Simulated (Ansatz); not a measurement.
# Al: the cost of one run

Computed with Ansatz 0.2.0 (DFT LDA, scalar-relativistic, plane waves, PAW, unless a step's input says otherwise).

5 further runs of the same task are left out: 5 set aside as unsound or not needed. Runs told in other sessions of the task aren't counted.

### Step 1. The structure to begin with

The structure is monoclinic, space group Pm (No. 6). Conventional cell: a = 5.634 Å, b = 7.968 Å, c = 19.672 Å, α = 90.00°, β = 90.00°, γ = 90.00°. Around Al (site symmetry 1) lie 7 Al at 2.82 to 2.85 Å. Al (site symmetry m) has 11 Al at 2.76 to 2.84 Å in its first shell of neighbours. Al (site symmetry 1) is surrounded by 11 Al at 2.77 to 2.85 Å. Only part of the 13 independent sites is listed.

Structure file:

```cif
data_structure
_symmetry_space_group_name_H-M 'P 1'
_symmetry_Int_Tables_number 1
_cell_length_a 5.6344
_cell_length_b 7.9682
_cell_length_c 19.6723
_cell_angle_alpha 90.000
_cell_angle_beta 90.000
_cell_angle_gamma 90.000
_cell_volume 883.21
loop_
_atom_site_label
_atom_site_type_symbol
_atom_site_fract_x
_atom_site_fract_y
_atom_site_fract_z
_atom_site_occupancy
Al1 Al 0.25000 0.25000 0.20333 1
Al2 Al 0.25000 0.75000 0.20333 1
Al3 Al 0.75000 0.25000 0.20333 1
Al4 Al 0.75000 0.75000 0.20333 1
Al5 Al 0.00000 0.00000 0.27493 1
Al6 Al 0.00000 0.50000 0.27493 1
Al7 Al 0.50000 0.00000 0.27493 1
Al8 Al 0.50000 0.50000 0.27493 1
Al9 Al 0.25000 0.25000 0.34840 1
Al10 Al 0.25000 0.75000 0.34840 1
Al11 Al 0.75000 0.25000 0.34840 1
Al12 Al 0.75000 0.75000 0.34840 1
Al13 Al 0.00000 0.00000 0.41542 1
Al14 Al 0.00000 0.50000 0.41542 1
Al15 Al 0.50000 0.00000 0.41542 1
Al16 Al 0.50000 0.50000 0.41542 1
Al17 Al 0.16667 0.00000 0.53821 1
```

This is the geometry of the first run shown, built on a cell relaxed beforehand with the same method.

### Step 2. What is varied

Atoms count from 1 in the order of the input.

Al is moved over the surface cell; relaxed at each place: the height of the adsorbate's atoms; substrate rigid; the origin of the map has the adsorbate above Al13.

First coordinate, position of Al17 along the first surface vector, from above Al13: 6 values from 0.000 to 0.833, periodic. Second coordinate, position of Al17 along the second surface vector, from above Al13: 8 values from 0.000 to 0.875, periodic.

Relaxed at each point: the height of the adsorbate's atoms; substrate rigid. Points are written as (first, second).

The two vectors of the plane (Å): (2.817, 0.000, 0.000); (0.000, 3.984, 0.000).

### Step 3. Grid point (2/6, 0/8) of the map's two axes

The input, input.yaml:

```yaml
crystal:
  lattice:
    - [5.634373102, 0.0, 0.0]
    - [0.0, 7.9682068563, 0.0]
    - [0.0, 0.0, 19.6723116275]
  atoms:
    - { symbol: Al, position: [0.25, 0.25, 0.2033314679] }
    - { symbol: Al, position: [0.25, 0.75, 0.2033314679] }
    - { symbol: Al, position: [0.75, 0.25, 0.2033314679] }
    - { symbol: Al, position: [0.75, 0.75, 0.2033314679] }
    - { symbol: Al, position: [0.0, 0.0, 0.2749343025] }
    - { symbol: Al, position: [0.0, 0.5, 0.2749343025] }
    - { symbol: Al, position: [0.5, 0.0, 0.2749343025] }
    - { symbol: Al, position: [0.5, 0.5, 0.2749343025] }
    - { symbol: Al, position: [0.25, 0.25, 0.3484027381] }
    - { symbol: Al, position: [0.25, 0.75, 0.3484027381] }
    - { symbol: Al, position: [0.75, 0.25, 0.3484027381] }
    - { symbol: Al, position: [0.75, 0.75, 0.3484027381] }
    - { symbol: Al, position: [0.0, 0.0, 0.4154220298] }
    - { symbol: Al, position: [0.0, 0.5, 0.4154220298] }
    - { symbol: Al, position: [0.5, 0.0, 0.4154220298] }
    - { symbol: Al, position: [0.5, 0.5, 0.4154220298] }
    - { symbol: Al, position: [0.1666666667, 0.0, 0.538210393] }
basis:
  ecutwfc: 420
kpoints:
  mp_grid: { grid: [5, 4, 1] }
hamiltonian:
  xc: lda
  pseudopotentials: { kind: paw, azcp: { folder: soft_1 } }
scf:
  occupations: { method: gaussian, width: 0.1 }
output:
  forces: true
  eigenvalues: true
relax:
  adjacent_minimum: "off"
  f_tol: 0.025
  max_steps: 16
  constraints:
    - { sites: [0, 1, 2, 3, 4, 5, 6, 7, 8, 9, 10, 11, 12, 13, 14, 15] }
    - { sites: [16], fix: xy }
efield:
  axis: 3
  dipole_correction: true
  ramp_width: 0.04
```

On the command line:

```console
> ansatz run input.yaml --threads 2 --pin off --max-ram 6144MiB --backend cpu --events-out ev --progress --plain --runs-dir out
```

Q: Estimate wall time and peak memory on 2 threads of Arm Neoverse V1, shared host.

About 46 s, with a peak of 0.89 GiB.
